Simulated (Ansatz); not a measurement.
I need a charge-density difference against the sublattices of Ta3Os, space group Fm-3m. Use the Python package of Ansatz (0.2.0). Settings (first run): PBEsol, PAW, cutoff 460 eV, 6×6×6 k-points, Gaussian smearing of 0.05 eV.

```cif
data_structure
_symmetry_space_group_name_H-M 'P 1'
_symmetry_Int_Tables_number 1
_cell_length_a 4.5578
_cell_length_b 4.5578
_cell_length_c 4.5578
_cell_angle_alpha 60.000
_cell_angle_beta 60.000
_cell_angle_gamma 60.000
_cell_volume 66.95
loop_
_atom_site_label
_atom_site_type_symbol
_atom_site_fract_x
_atom_site_fract_y
_atom_site_fract_z
_atom_site_occupancy
Ta1 Ta 0.25000 0.25000 0.25000 1
Ta2 Ta 0.75000 0.75000 0.75000 1
Ta3 Ta 0.50000 0.50000 0.50000 1
Os1 Os 0.00000 0.00000 0.00000 1
```

Script `ta3os.py`:
```python
# -*- coding: utf-8 -*-
"""Density difference of Ta3Os against its sublattices."""

import ansatz as az
import numpy as np

vectors0 = np.array([
    [0.0, 3.222818, 3.222818],
    [3.222818, 0.0, 3.222818],
    [3.222818, 3.222818, 0.0],
])
sites = [
    ("Ta", [0.25, 0.25, 0.25]),
    ("Ta", [0.75, 0.75, 0.75]),
    ("Ta", [0.5, 0.5, 0.5]),
    ("Os", [0.0, 0.0, 0.0]),
]


def build(cell):
    crystal = az.Crystal(lattice=az.Lattice.of(cell))
    for symbol, position in sites:
        crystal = crystal.atom(symbol, position)
    return crystal


def main():
    # same cell, cutoff and mesh for the crystal and its parts
    def solve(crystal):
        return (
            crystal.calculation()
            .functional(az.Functional.PBESOL)
            .occupations("gaussian", width=0.05)
            .basis(460, grid_basis="typed")
            .kpoints(6, 6, 6)
            .density()
            .run(threads=1)
        )


    whole = solve(build(vectors0))
    difference = whole.density().channels[0].density_e_per_ang3.copy()
    binding = whole.report["free_energy_ev"]
    for element in ["Ta", "Os"]:
        part = az.Crystal(lattice=az.Lattice.of(vectors0))
        for symbol, position in sites:
            if symbol == element:
                part = part.atom(symbol, position)
        alone = solve(part)
        difference -= alone.density().channels[0].density_e_per_ang3
        binding -= alone.report["free_energy_ev"]
        print(f"{element} sublattice: {alone.report['n_electrons']:g} electrons, {alone.report['n_iterations']} iterations")

    voxel = abs(np.linalg.det(vectors0)) / difference.size
    print(f"energy of the crystal less its unpolarised sublattices: {binding / len(sites):.4f} eV/atom")
    print(f"net charge of the difference {difference.sum() * voxel:.5f} e, charge rearranged {0.5 * np.abs(difference).sum() * voxel:.3f} e")
    print(f"extremes {difference.min():.4f} and {difference.max():.4f} e/A^3")
    for (symbol, position) in sites:
        index = tuple(int(round(p * n)) % n for p, n in zip(position, difference.shape))
        print(f"  change of the pseudo-density at the grid point nearest {symbol}: {difference[index]:+.4f} e/A^3")


if __name__ == "__main__":
    main()
```

Running `python ta3os.py` prints:
```text
Ta sublattice: 39 electrons, 6 iterations
Os sublattice: 16 electrons, 7 iterations
energy of the crystal less its unpolarised sublattices: -3.5987 eV/atom
net charge of the difference -0.00000 e, charge rearranged 1.151 e
extremes -0.3579 and 0.1076 e/A^3
  change of the pseudo-density at the grid point nearest Ta: -0.0299 e/A^3
  change of the pseudo-density at the grid point nearest Ta: -0.0299 e/A^3
  change of the pseudo-density at the grid point nearest Ta: -0.0389 e/A^3
  change of the pseudo-density at the grid point nearest Os: -0.0430 e/A^3
```

Caveats:
- No spin polarisation was allowed.
- The mesh is modest for a metal, so energies can be off by several to tens of meV an atom and pressures by half a GPa or more; differences at equal mesh fare better.
- Spin-orbit coupling, which matters for elements this heavy, is left out.
- The fields are valence quantities on the plane-wave grid; their values near the nuclei depend on the potentials.
- The structure comes from a database of computed cells and needn't be a stable or known phase.
- Charge moved counts every rearrangement, bonding and polarisation too, and is no transfer between atoms; the bare sublattices are artificial references. Values near the nuclei depend on the potentials.
- The whole script took 4 s on 1 thread of Arm Neoverse V2, with other jobs on the host, peak memory 0.39 GiB.
